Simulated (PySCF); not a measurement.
# C3H8O2Si: the cost of one run

Programs: PySCF 2.14.0, with density-fitted response routines of our own. Each step states its level of theory. These are calculated values for one molecule in the gas phase, unless marked as measured. Atoms count from 0, in the outputs and in this text.

### 1 The starting structure

14 atoms, charge 0, multiplicity 1; geometry from: PBE0-D3(BJ)/def2-SVP.

Bonds of the start (Å): C0–O1 1.42, O1–C2 1.34, C2–O3 1.20, C2–C4 1.50, C4–Si5 1.90, C0–H6 1.10, C0–H7 1.10, C0–H8 1.10, C4–H9 1.10, C4–H10 1.10, Si5–H11 1.49, Si5–H12 1.49, Si5–H13 1.49.

### 2 Nuclear shieldings: HF/pcSseg-1

The job: settings as JSON, then the geometry in Å.

```
{"job": {"kind": "nmr", "xc": "HF", "basis": "pcSseg-1", "pop": false}, "charge": 0, "multiplicity": 1}
C      2.399377     0.424891     0.247974
O      1.060423     0.405405     0.708205
C      0.378980    -0.728347     0.478032
O      0.855956    -1.679628    -0.081970
C     -1.030257    -0.619934     0.971772
Si    -2.127913     0.454287    -0.144661
H      2.439687     0.322491    -0.846900
H      2.816422     1.392198     0.551652
H      2.979532    -0.397276     0.692003
H     -1.042967    -0.160166     1.972131
H     -1.457899    -1.630383     1.027393
H     -2.070696    -0.046425    -1.549846
H     -1.674672     1.875021    -0.106896
H     -3.534406     0.373358     0.351754
```

With the program's defaults for keys left out, this is: GIAO HF/pcSseg-1 NMR shielding, non-relativistic, gas phase.

On the command line:

```bash
$ OMP_NUM_THREADS=1 python probes_run.py task.json out
```

This one command runs all jobs of the session in turn.

Q: Estimate the wall time and peak memory of this first job on 1 thread of Arm Neoverse V1, shared host.

About 7.2 s, with a peak of 0.82 GiB.
